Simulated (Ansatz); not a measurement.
# CH5NSn: the cost of one run

Method: the settings change from run to run; program: Ansatz 0.2.0, Gaussian basis.

### Step 1. The relaxed structure

An earlier PBE0-D4 in a triple-zeta def2 set relaxation fixed the geometry. Sn takes a core potential in def2 sets; no spin-orbit term is included.

SMILES `N=[CH][SnH3]`, 8 atoms, charge 0, spin multiplicity 1.

Atoms are counted from 1 here; the program's logs count them from 0.

Bond lengths: N1–C2 1.265 Å, N1–H4 1.024 Å, C2–Sn3 2.158 Å, C2–H5 1.101 Å, Sn3–H6 1.700 Å, Sn3–H7 1.709 Å, Sn3–H8 1.709 Å. Angles: C2–N1–H4 111.7°, N1–C2–Sn3 118.6°, N1–C2–H5 122.5°, Sn3–C2–H5 118.9°, C2–Sn3–H6 108.6°, C2–Sn3–H7 109.2°, C2–Sn3–H8 109.2°, H6–Sn3–H7 110.8°, H6–Sn3–H8 110.8°, H7–Sn3–H8 108.3°.

### Step 2. wB97X-V/STO-3G

Options: charge +1, multiplicity 2, coordinates scaled by 1.25, the search for lower states set to full.

File in.yaml:

```yaml
crystal:
  periodic: [false, false, false]
  atoms:
    - {symbol: N, position_ang: [-1.604900, 1.212112, -1.063372]}
    - {symbol: C, position_ang: [-0.577201, 0.010954, -1.040949]}
    - {symbol: Sn, position_ang: [0.945285, -0.343685, 1.156973]}
    - {symbol: H, position_ang: [-2.255254, 1.257990, -2.164775]}
    - {symbol: H, position_ang: [-0.430466, -0.857417, -2.098218]}
    - {symbol: H, position_ang: [0.437075, 1.147350, 2.582794]}
    - {symbol: H, position_ang: [3.006053, -0.200670, 0.612629]}
    - {symbol: H, position_ang: [0.594410, -2.298010, 1.945294]}
basis:
  gaussian: {orbitals: STO-3G}
total_charge: 1
magnetization: {spin_polarized: true, initial_magnetization: 1}
hamiltonian: {xc: {name: wB97X-V}}
scf: {lower_state_search: full}
output: {forces: true}
```

Run with:

```sh
$ ansatz run in.yaml --threads 2 --pin off --events-out ev --progress --plain --max-ram 4352MiB
```

What time and memory should one allow on 2 threads of Arm Neoverse V1, shared host?

About 30 s, with a peak of 0.29 GiB.
